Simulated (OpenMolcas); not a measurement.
# Co³⁺ among point charges: CASSCF and CASPT2 levels and susceptibility

How does a field of 6 point charges split the states of Co³⁺, and what χT follows?

The numbers are computed with OpenMolcas 26.06 (state-averaged CASSCF and CASPT2, spin-orbit coupling by RASSI with atomic mean-field integrals), except any that are marked as measured or tabulated.

## (1) What is computed

| Item | Value |
| --- | --- |
| Species | Co³⁺ (cobalt, Z = 27, 24 electrons) |
| Basis | ANO-RCC-VDZP [5s4p2d1f], 34 functions |
| Scalar Hamiltonian | DKH2, point nucleus |
| Inactive shells | 1s 2s 2p 3s 3p |
| Active space | 6 electrons in 5 orbitals (3d) |
| Some configurations of this space | 3d⁶ |
| Orbitals | optimised for each spin and parity, averaged over all roots |

Outer shells as boxes (Hund's rule):

3d6
```
3d [↑↓][↑ ][↑ ][↑ ][↑ ]
```

The ion sits among 6 point charges of -2 e arranged as a tetragonal octahedron (D4h), 2.25 Å from the ion, with the axial distance 2.632 Å.

The work runs as a chain of OpenMolcas steps in one folder; each step below is one input file. Labels, J, g values, rates, χT and fits are worked out afterwards by a script from the matrices that RASSI stores. The input lists half of the charges; inversion (Group=XYZ) makes the rest.

## (2) GATEWAY and SEWARD: basis and integrals

a.inp reads:

```
&GATEWAY
Coord
1

Co 0.0 0.0 0.0
Basis=ANO-RCC-VDZP
Group=XYZ
NoMove
AngMom=0.0 0.0 0.0
AMFI
XField
3 Angstrom 0
2.250000 0.000000 0.000000 -2.000000
0.000000 2.250000 0.000000 -2.000000
0.000000 0.000000 2.632500 -2.000000
&SEWARD
```

Started as:

```sh
> OMP_NUM_THREADS=1 MOLCAS_MEM=1689 MOLCAS_PROJECT=a pymolcas a.inp > a.log
```

## (3) Reference wave functions, quintets of even parity, 5 roots

a.inp reads:

```
&RASSCF
FileOrb=start.orb
Symmetry=1
Spin=5
nActEl=6 0 0
Inactive=3 6
Ras2=5 0
CIRoot=5 5 1
SDav=5
CIMx=300
Iter=120 100
PrWF=0.3
OrbListing=Nothing
MaxOrb=0
>>> COPY $Project.JobIph JOB001
```

start.orb holds the contracted functions of the basis, ordered by shell, or the orbitals of the step before.

## (4) Reference wave functions, triplets of even parity, 45 roots

a.inp reads:

```
&RASSCF
FileOrb=start.orb
Symmetry=1
Spin=3
nActEl=6 0 0
Inactive=3 6
Ras2=5 0
CIRoot=45 45 1
SDav=45
CIMx=300
Iter=120 100
PrWF=0.3
OrbListing=Nothing
MaxOrb=0
>>> COPY $Project.JobIph JOB002
```

## (5) CASSCF: singlets of even parity, 50 roots

a.inp reads:

```
&RASSCF
FileOrb=start.orb
Symmetry=1
Spin=1
nActEl=6 0 0
Inactive=3 6
Ras2=5 0
CIRoot=50 50 1
SDav=50
CIMx=300
Iter=120 100
PrWF=0.3
OrbListing=Nothing
MaxOrb=0
>>> COPY $Project.JobIph JOB003
```

## (6) State interaction with spin-orbit coupling

a.inp reads:

```
&RASSI
NrOfJobIphs=3 5 45 50
1 2 3 4 5
1 2 3 4 5 6 7 8 9 10 11 12 13 14 15 16 17 18 19 20 21 22 23 24 25 26 27
28 29 30 31 32 33 34 35 36 37 38 39 40 41 42 43 44 45
1 2 3 4 5 6 7 8 9 10 11 12 13 14 15 16 17 18 19 20 21 22 23 24 25 26 27
28 29 30 31 32 33 34 35 36 37 38 39 40 41 42 43 44 45 46 47 48 49 50
IphNames
JOB001
JOB002
JOB003
EJob
SpinOrbit
DIPRint=1.0
SOCoupling=1000.0
Subsets=2
Property=9
'ANGMOM' 1 'ANGMOM' 2 'ANGMOM' 3 'MLTPL  1' 1 'MLTPL  1' 2 'MLTPL  1' 3
'AMFI' 1 'AMFI' 2 'AMFI' 3
SOProperty=3
'ANGMOM' 1 'ANGMOM' 2 'ANGMOM' 3
```

## (7) CASPT2: IPEA 0.25, imaginary shift 0.1 (closed shells correlated: 3s 3p)

a.inp reads:

```
>>> COPY JOB001 $Project.JobIph
&CASPT2
Multistate=5 1 2 3 4 5
NoMult
Frozen=2 3
IPEA=0.25
Imaginary=0.1
MaxIter=60
WThr=0.0 0.3 0.05
PrWF=0.5
NoMix
>>> COPY JOB002 $Project.JobIph
&CASPT2
Multistate=45 1 2 3 4 5 6 7 8 9 10 11 12 13 14 15 16 17 18 19 20 21 22
23 24 25 26 27 28 29 30 31 32 33 34 35 36 37 38 39 40 41 42 43 44 45
NoMult
Frozen=2 3
IPEA=0.25
Imaginary=0.1
MaxIter=60
WThr=0.0 0.3 0.05
PrWF=0.5
NoMix
>>> COPY JOB003 $Project.JobIph
&CASPT2
Multistate=50 1 2 3 4 5 6 7 8 9 10 11 12 13 14 15 16 17 18 19 20 21 22
23 24 25 26 27 28 29 30 31 32 33 34 35 36 37 38 39 40 41 42 43 44 45 46
47 48 49 50
NoMult
Frozen=2 3
IPEA=0.25
Imaginary=0.1
MaxIter=60
WThr=0.0 0.3 0.05
PrWF=0.5
NoMix
```

(Steps that only read results are left out.)

What does the calculation give? Wanted: spin-free ground state; first state of the same spin within the active space; lowest level; next level.

**Answer**, as computed:

| quantity | value |
| --- | --- |
| method | SS-CASPT2, IPEA 0.25, imaginary shift 0.1 (closed shells correlated: 3s 3p) |
| spin-free ground state | 5E, 2-fold in its orbital part |
| first state of the same spin within the active space | 5A1 at 913 cm⁻¹ |
| lowest level | 2-fold E, g = 0.00, 0.00, 9.56 |
| next level | 3.2 cm⁻¹ |
| χT at 300 K | 4.73 cm³ K/mol |
| effective moment at 300 K | 6.15 μB |

Cost by method:

| method | time of its own steps | time with the reference |
| --- | --- | --- |
| A. CASSCF | 16 s | 16 s |
| B. SS-CASPT2, IPEA 0.25, imaginary shift 0.1, +3s 3p | 3.5 s | 20 s |

Times are of one thread on a shared host.

What this shows: The spin-free ground state (5E) comes to 100 % from free-ion D terms and keeps the highest spin of the shell. χT at 300 K is 4.73, against 3.01 cm³ K/mol for the spin alone, so orbital moment adds to it. An active space of the d shell alone favours high spin; real ions in strong fields can be low spin. The field of point charges can differ much from that of real complexes. With metal d orbitals alone active, the gaps between spin states are rough; where two lie within a few thousand cm-1, their order is open. Point charges carry no covalency, so the field is a model and not that of real ligands.
